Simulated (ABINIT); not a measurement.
# CuCl2 (Fm-3m) in ABINIT: single point with LDA-PZ

Aim: the single point of CuCl2 with LDA-PZ.

All numbers are computed with ABINIT 10.8.3 (patched build); they aren't measurements. Logs are shortened: lines on timing, memory, paths and dates and some standing lists are left out, and cuts for length are marked. The log counts tension as positive stress, the text compression.

**1. The crystal as given**

The structure is cubic, space group Fm-3m (No. 225). Conventional cell: a = 6.088 Å, b = 6.088 Å, c = 6.088 Å, α = 90.00°, β = 90.00°, γ = 90.00°. Cu (site symmetry m-3m) has 8 Cl at 2.64 Å as nearest neighbours. Cl (site symmetry -43m) is surrounded by 4 Cu at 2.64 Å.

Measurements of this composition are mostly on another form, of space group No. 12.

**2. Single point, LDA-PZ**

run.abi

```
# Pseudopotentials
pp_dirpath "./"
pseudos "Cu.upf, Cl.upf"

# Structure
acell 3*1.0
rprim
     0.0000000000     5.7521121040     5.7521121040
     5.7521121040     0.0000000000     5.7521121040
     5.7521121040     5.7521121040     0.0000000000
ntypat 2
znucl 29 17
natom 3
typat 1 2 2
xred
     0.0000000000     0.0000000000     0.0000000000
     0.2500000000     0.2500000000     0.2500000000
     0.7500000000     0.7500000000     0.7500000000

# Plane-wave basis
ecut 50.0

# k points
kptopt 1
ngkpt 6 6 6
nshiftk 1
shiftk 0.0 0.0 0.0

# Exchange and correlation
ixc 2

# Bands and occupations
nband 21
occopt 3
tsmear 0.00183747

# SCF cycle
nstep 100
tolvrs 1.0e-10

# Output
iomode 3
prtwf 0
prtden 0
prteig 0
prtebands 0
prtvol 2
```

Potentials or basis: PseudoDojo NC SR LDA v0.4 stringent.

Command:

```bash
abinit run.abi > log 2>&1
```

run.abo:

```text
.Version 10.8.3 of ABINIT
 Symmetries : space group Fm -3 m (#225); Bravais cF (face-center cubic)
================================================================================
 Values of the parameters that define the memory need of the present run
     intxc =       0    ionmov =       0      iscf =       7    lmnmax =       6
     lnmax =       6     mgfft =      54  mpssoang =       3    mqgrid =    3001
     natom =       3  nloc_mem =       1    nspden =       1   nspinor =       1
    nsppol =       1      nsym =      48    n1xccc =    2501    ntypat =       2
    occopt =       3   xclevel =       1
       mpw =        6460          nfft =      157464          nkpt =          16
================================================================================
================================================================================

--------------------------------------------------------------------------------
------------- Echo of variables that govern the present computation ------------
--------------------------------------------------------------------------------
 -outvars: echo values of preprocessed input variables --------
            acell      1.0000000000E+00  1.0000000000E+00  1.0000000000E+00 Bohr
              amu      6.35460000E+01  3.54527000E+01
             ecut      5.00000000E+01 Hartree
              ixc           2
         kptrlatt        6    0    0      0    6    0      0    0    6
          kptrlen      4.88082897E+01
            natom           3
            nband          21
            ngfft          54      54      54
             nkpt          16
            nstep         100
             nsym          48
           ntypat           2
           occopt           3
           prtden           0
        prtebands           0
           prteig           0
           prtvol           2
            prtwf           0
            rprim      0.0000000000E+00  5.7521121040E+00  5.7521121040E+00
                       5.7521121040E+00  0.0000000000E+00  5.7521121040E+00
                       5.7521121040E+00  5.7521121040E+00  0.0000000000E+00
          spgroup         225
           tolvrs      1.00000000E-10
           tsmear      1.83747000E-03 Hartree
            typat      1  2  2
           xangst      0.0000000000E+00  0.0000000000E+00  0.0000000000E+00
                       1.5219433190E+00  1.5219433190E+00  1.5219433190E+00
                       4.5658299569E+00  4.5658299569E+00  4.5658299569E+00
            xcart      0.0000000000E+00  0.0000000000E+00  0.0000000000E+00
                       2.8760560520E+00  2.8760560520E+00  2.8760560520E+00
                       8.6281681560E+00  8.6281681560E+00  8.6281681560E+00
             xred      0.0000000000E+00  0.0000000000E+00  0.0000000000E+00
                       2.5000000000E-01  2.5000000000E-01  2.5000000000E-01
                       7.5000000000E-01  7.5000000000E-01  7.5000000000E-01
            znucl       29.00000   17.00000

================================================================================

 chkinp: Checking input parameters for consistency.

================================================================================
== DATASET  1 ==================================================================

--- !DatasetInfo
iteration_state: {dtset: 1, }
dimensions: {natom: 3, nkpt: 16, mband: 21, nsppol: 1, nspinor: 1, nspden: 1, mpw: 6460, }
cutoff_energies: {ecut:  50.0, pawecutdg:  -1.0, }
electrons: {nelect:   3.30000000E+01, charge:   0.00000000E+00, occopt:   3.00000000E+00, tsmear:   1.83747000E-03, }
meta: {optdriver: 0, ionmov: 0, optcell: 0, iscf: 7, paral_kgb: 0, }
...

 Exchange-correlation functional for the present dataset will be:
  LDA: Perdew-Zunger-Ceperley-Alder - ixc=2
  J.P.Perdew and A.Zunger, PRB 23, 5048 (1981)

 Real(R)+Recip(G) space primitive vectors, cartesian coordinates (Bohr,Bohr^-1):
 R(1)=  0.0000000  5.7521121  5.7521121  G(1)= -0.0869246  0.0869246  0.0869246
 R(2)=  5.7521121  0.0000000  5.7521121  G(2)=  0.0869246 -0.0869246  0.0869246
 R(3)=  5.7521121  5.7521121  0.0000000  G(3)=  0.0869246  0.0869246 -0.0869246
 Unit cell volume ucvol=  3.8063789E+02 bohr^3
 Angles (23,13,12)=  6.00000000E+01  6.00000000E+01  6.00000000E+01 degrees

 getcut: wavevector=  0.0000  0.0000  0.0000  ngfft=  54  54  54
         ecut(hartree)=     50.000   => boxcut(ratio)=   2.08617

[... 149 lines left out ...]
  4.67E-17 5.48E-17 6.97E-17 1.05E-10 1.49E-05
  -0.3333  0.3333  0.1667    1  1.55848E-12 kpt; spin; max resid(k); each band:
  6.16E-17 3.27E-17 3.55E-17 1.67E-17 2.28E-18 2.50E-18 1.62E-17 9.51E-18
  2.56E-17 1.87E-17 4.32E-17 4.74E-17 4.39E-17 4.12E-17 4.75E-17 3.78E-17
  4.13E-17 5.40E-17 7.73E-17 7.48E-15 1.56E-12
  -0.3333  0.5000  0.1667    1  1.44431E-16 kpt; spin; max resid(k); each band:
  6.08E-17 3.27E-17 3.42E-17 1.63E-17 2.92E-18 1.65E-18 1.59E-17 7.97E-18
  1.07E-17 3.83E-17 4.03E-17 2.74E-17 3.47E-17 3.42E-17 4.63E-17 1.16E-18
  3.68E-17 5.64E-17 3.16E-17 4.62E-17 1.44E-16
 reduced coordinates (array xred) for    3 atoms
       0.000000000000      0.000000000000      0.000000000000
       0.250000000000      0.250000000000      0.250000000000
       0.750000000000      0.750000000000      0.750000000000
 rms dE/dt=  1.4978E-30; max dE/dt=  4.2073E-30; dE/dt below (all hartree)
    1       0.000000000000      0.000000000000      0.000000000000
    2       0.000000000000      0.000000000000      0.000000000000
    3       0.000000000000      0.000000000000      0.000000000000

 cartesian coordinates (angstrom) at end:
    1      0.00000000000000     0.00000000000000     0.00000000000000
    2      1.52194331896555     1.52194331896555     1.52194331896555
    3      4.56582995689665     4.56582995689665     4.56582995689665

 cartesian forces (hartree/bohr) at end:
    1      0.00000000000000    -0.00000000000000     0.00000000000000
    2      0.00000000000000    -0.00000000000000     0.00000000000000
    3     -0.00000000000000     0.00000000000000    -0.00000000000000
 frms,max,avg= 1.5084941E-31 1.9809519E-31   0.000E+00  0.000E+00  0.000E+00 h/b

 cartesian forces (eV/Angstrom) at end:
    1      0.00000000000000    -0.00000000000000     0.00000000000000
    2      0.00000000000000    -0.00000000000000     0.00000000000000
    3     -0.00000000000000     0.00000000000000    -0.00000000000000
 frms,max,avg= 7.7569886E-30 1.0186464E-29   0.000E+00  0.000E+00  0.000E+00 e/A
 length scales=  1.000000000000  1.000000000000  1.000000000000 bohr
              =  0.529177210544  0.529177210544  0.529177210544 angstroms
 Fermi (or HOMO) energy (hartree) =   0.12135   Average Vxc (hartree)=  -0.38915
 Eigenvalues (hartree) for nkpt=  16  k points:
 kpt#   1, nband= 21, wtk=  0.00463, kpt=  0.0000  0.0000  0.0000 (reduced coord)
  -3.93967   -2.39068   -2.39068   -2.39068   -0.45473   -0.36443   -0.03269   -0.03269
  -0.03269    0.06707    0.06707    0.07648    0.07648    0.07648    0.10819    0.10819
   0.10819    0.21893    0.32619    0.32619    0.32619
      occupation numbers for kpt#   1
   2.00000    2.00000    2.00000    2.00000    2.00000    2.00000    2.00000    2.00000
   2.00000    2.00000    2.00000    2.00000    2.00000    2.00000    1.99845    1.99845
   1.99845    0.00000    0.00000    0.00000    0.00000
 kpt#   2, nband= 21, wtk=  0.03704, kpt=  0.1667  0.0000  0.0000 (reduced coord)
  -3.93967   -2.39068   -2.39068   -2.39068   -0.44892   -0.37096   -0.02877   -0.02877
  -0.02546    0.04483    0.05359    0.05359    0.07719    0.07719    0.10253    0.10869
   0.10869    0.25008    0.33755    0.34502    0.34502
      occupation numbers for kpt#   2
   2.00000    2.00000    2.00000    2.00000    2.00000    2.00000    2.00000    2.00000
   2.00000    2.00000    2.00000    2.00000    2.00000    2.00000    1.99993    1.99796
   1.99796    0.00000    0.00000    0.00000    0.00000
 kpt#   3, nband= 21, wtk=  0.03704, kpt=  0.3333  0.0000  0.0000 (reduced coord)
[... 96 lines left out ...]
  -3.93967   -2.39068   -2.39068   -2.39068   -0.40845   -0.40791   -0.07378   -0.05589
   0.00192    0.00852    0.04346    0.06915    0.07058    0.07478    0.08460    0.11102
   0.12694    0.28336    0.39132    0.44557    0.45814
      occupation numbers for kpt#  15
   2.00000    2.00000    2.00000    2.00000    2.00000    2.00000    2.00000    2.00000
   2.00000    2.00000    2.00000    2.00000    2.00000    2.00000    2.00000    1.99280
   0.09100    0.00000    0.00000    0.00000    0.00000
 kpt#  16, nband= 21, wtk=  0.05556, kpt= -0.3333  0.5000  0.1667 (reduced coord)
  -3.93967   -2.39068   -2.39068   -2.39068   -0.41390   -0.40015   -0.08933   -0.05753
  -0.01786    0.02801    0.04318    0.07058    0.07382    0.07794    0.09931    0.11047
   0.13522    0.26576    0.40176    0.42110    0.47451
      occupation numbers for kpt#  16
   2.00000    2.00000    2.00000    2.00000    2.00000    2.00000    2.00000    2.00000
   2.00000    2.00000    2.00000    2.00000    2.00000    2.00000    1.99999    1.99464
   0.00106    0.00000    0.00000    0.00000    0.00000
 Total charge density [el/Bohr^3]
)     Maximum=    4.8114E+00  at reduced coord.    0.0556    0.9444    0.9815
)Next maximum=    4.8114E+00  at reduced coord.    0.0185    0.9444    0.9815
)     Minimum=    1.0221E-03  at reduced coord.    0.5000    0.5000    0.5000
)Next minimum=    1.0353E-03  at reduced coord.    0.5000    0.5000    0.4815
   Integrated=    3.3000E+01

--- !EnergyTerms
iteration_state     : {dtset: 1, }
comment             : Components of total free energy in Hartree
kinetic             :  1.03613976499285E+02
hartree             :  9.10137857339127E+01
xc                  : -3.26752630173362E+01
Ewald energy        : -1.14648124162680E+02
psp_core            :  3.32498563242532E+00
local_psp           : -2.44302446815693E+02
non_local_psp       : -3.22401820473794E+01
internal            : -2.25913268177466E+02
'-kT*entropy'       : -1.30136810763853E-03
total_energy        : -2.25914569545574E+02
total_energy_eV     : -6.14744861049915E+03
band_energy         : -2.30309859259432E+01
...

 Cartesian components of stress tensor (hartree/bohr^3)
  sigma(1 1)=  1.51917617E-04  sigma(3 2)=  0.00000000E+00
  sigma(2 2)=  1.51917617E-04  sigma(3 1)=  0.00000000E+00
  sigma(3 3)=  1.51917617E-04  sigma(2 1)=  0.00000000E+00

-Cartesian components of stress tensor (GPa)         [Pressure= -4.4696E+00 GPa]
- sigma(1 1)=  4.46957059E+00  sigma(3 2)=  0.00000000E+00
- sigma(2 2)=  4.46957059E+00  sigma(3 1)=  0.00000000E+00
- sigma(3 3)=  4.46957059E+00  sigma(2 1)=  0.00000000E+00

== END DATASET(S) ==============================================================
================================================================================

 -outvars: echo values of variables after computation  --------
            acell      1.0000000000E+00  1.0000000000E+00  1.0000000000E+00 Bohr
           etotal     -2.2591456955E+02
            fcart      1.6761900867E-31 -1.6761900867E-31  1.6761900867E-31
                       3.0476183394E-32 -3.0476183394E-32  3.0476183394E-32
                      -1.9809519206E-31  1.9809519206E-31 -1.9809519206E-31
            rprim      0.0000000000E+00  5.7521121040E+00  5.7521121040E+00
                       5.7521121040E+00  0.0000000000E+00  5.7521121040E+00
                       5.7521121040E+00  5.7521121040E+00  0.0000000000E+00
           strten      1.5191761662E-04  1.5191761662E-04  1.5191761662E-04
                       0.0000000000E+00  0.0000000000E+00  0.0000000000E+00
           xangst      0.0000000000E+00  0.0000000000E+00  0.0000000000E+00
                       1.5219433190E+00  1.5219433190E+00  1.5219433190E+00
                       4.5658299569E+00  4.5658299569E+00  4.5658299569E+00
             xred      0.0000000000E+00  0.0000000000E+00  0.0000000000E+00
                       2.5000000000E-01  2.5000000000E-01  2.5000000000E-01
                       7.5000000000E-01  7.5000000000E-01  7.5000000000E-01
 Calculation completed.
```

Wall time 2.2 min (1 thread of Intel Xeon 6975P-C (Granite Rapids), shared host); peak memory 0.12 GiB.

Results:

* Free energy: -6147.4486 eV
* Pressure: -4.5 GPa
* Band gap on the k mesh: none (metal or under the smearing width)
* Valence electrons inside the program's atomic spheres: Cu 17.18; Cl 4.97

Caveat: an odd number of electrons without spin polarisation forces a metal; a magnetic or distorted state may lie lower; the run has no spin polarisation, though such a crystal can be magnetic; semilocal functionals often make such compounds metallic where correlation or magnetic order opens a gap, which also shifts bond lengths.
